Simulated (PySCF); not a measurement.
# C10H17N: the cost of one run

Computed with PySCF 2.14.0 and routines of our own; the level stands in each step. Atoms count from 0.

## 1. The starting structure

28 atoms, charge 0, multiplicity 1; geometry from: GFN2-xTB.

## 2. Optimising the geometry at PBE0-D3(BJ)/def2-SVP

The job: settings as JSON, then the geometry in Å.

```
{"job": {"xc": "PBE0", "basis": "def2-SVP", "d3": "d3bj", "grid": 2, "kind": "geom"}, "charge": 0, "multiplicity": 1}
C      3.209816    -0.493058    -0.258937
N      2.030500    -0.174445     0.516182
C      2.300881     0.733423     1.606990
C      0.856740     0.114752    -0.187524
C      0.042303     1.106263     0.086710
C     -1.084909     1.702294     0.342648
C     -2.177228     0.970846     1.083490
C     -2.845905    -0.053973     0.153551
C     -1.901402    -1.149303    -0.363009
C     -1.047652    -0.762768    -1.587527
C      0.461069    -0.808052    -1.321100
H      3.975819    -0.880382     0.413899
H      2.982020    -1.259705    -0.995396
H      3.619518     0.384754    -0.780528
H      1.411000     0.815118     2.229669
H      3.119744     0.337207     2.207451
H      2.571211     1.740760     1.258200
H     -1.300402     2.703526    -0.005538
H     -1.759473     0.441513     1.943172
H     -2.930472     1.673460     1.444930
H     -3.656825    -0.532104     0.710245
H     -3.294982     0.466279    -0.695743
H     -1.247024    -1.457576     0.453751
H     -2.516092    -2.012972    -0.627588
H     -1.314480     0.240679    -1.920364
H     -1.262480    -1.446007    -2.412787
H      0.746242    -1.824253    -1.037675
H      0.991566    -0.548923    -2.242960
```

Started as:

```sh
> OMP_NUM_THREADS=1 python excited_run.py task.json out
```

One launch serves the whole session: the jobs run in the order shown.

Q: Estimate the wall time and peak memory of this first job on 1 thread of Arm Neoverse V1, shared host.

About 4.2 min, with a peak of 1.1 GiB.
